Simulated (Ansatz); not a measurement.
# Gallium trichloride (monomer) (GaCl₃): basis-set convergence

The task here is to estimate one member of a computed series from the others.

Method: one geometry, several basis sets; program: Ansatz 0.2.0, Gaussian basis.

The runs, in order: PBE0-D4/def2-SVP; ωB97M-V/def2-SVP; PBE0-D4/def2-QZVPP; ωB97M-V/def2-QZVPP; the functionals' def2-TZVPP values are taken from earlier runs.

## Structure used throughout

An earlier PBE0-D4 in a triple-zeta def2 set relaxation fixed the geometry.

SMILES `[Cl][Ga]([Cl])[Cl]`, 4 atoms, charge 0, spin multiplicity 1.

Atoms are counted from 1 here; the program's logs count them from 0.

Bond lengths: Cl1–Ga2 2.112 Å, Ga2–Cl3 2.112 Å, Ga2–Cl4 2.112 Å. Angles: Cl1–Ga2–Cl3 120.0°, Cl1–Ga2–Cl4 120.0°, Cl3–Ga2–Cl4 120.0°.

The first run:

The input, in.yaml:

```yaml
crystal:
  periodic: [false, false, false]
  atoms:
    - {symbol: Cl, position_ang: [0.866702, 0.371448, 1.887460]}
    - {symbol: Ga, position_ang: [0.013828, -0.015106, -0.005125]}
    - {symbol: Cl, position_ang: [-0.090285, -1.995040, -0.731580]}
    - {symbol: Cl, position_ang: [-0.734744, 1.578298, -1.171056]}
basis:
  gaussian: {orbitals: def2-SVP}
hamiltonian: {xc: pbe0, dispersion: d4}
output: {orbitals: {seedname: orbitals}}
```

Among the steps run: PBE0-D4 in def2-SVP; ωB97M-V in def2-SVP; PBE0-D4 in def2-QZVPP; ωB97M-V in def2-QZVPP.

One table of the session follows, with a row left open; its other results are not shown here.

It belongs to the step «Density functionals: the series». 

```
functional       basis  HOMO (eV)  LUMO (eV)
   PBE0-D4    def2-SVP      -9.32      -1.79
   PBE0-D4  def2-TZVPP      -9.46      -1.94
   PBE0-D4  def2-QZVPP      -9.49      -2.03
   ωB97M-V    def2-SVP     -11.51       0.27
   ωB97M-V  def2-TZVPP     -11.73       0.04
   ωB97M-V  def2-QZVPP          ?          ?
```

Q: Estimate the row for ωB97M-V, def2-QZVPP from the others.

**Answer.** HOMO (eV): -11.77; LUMO (eV): -0.16. In the column «HOMO (eV)» it is the lowest.
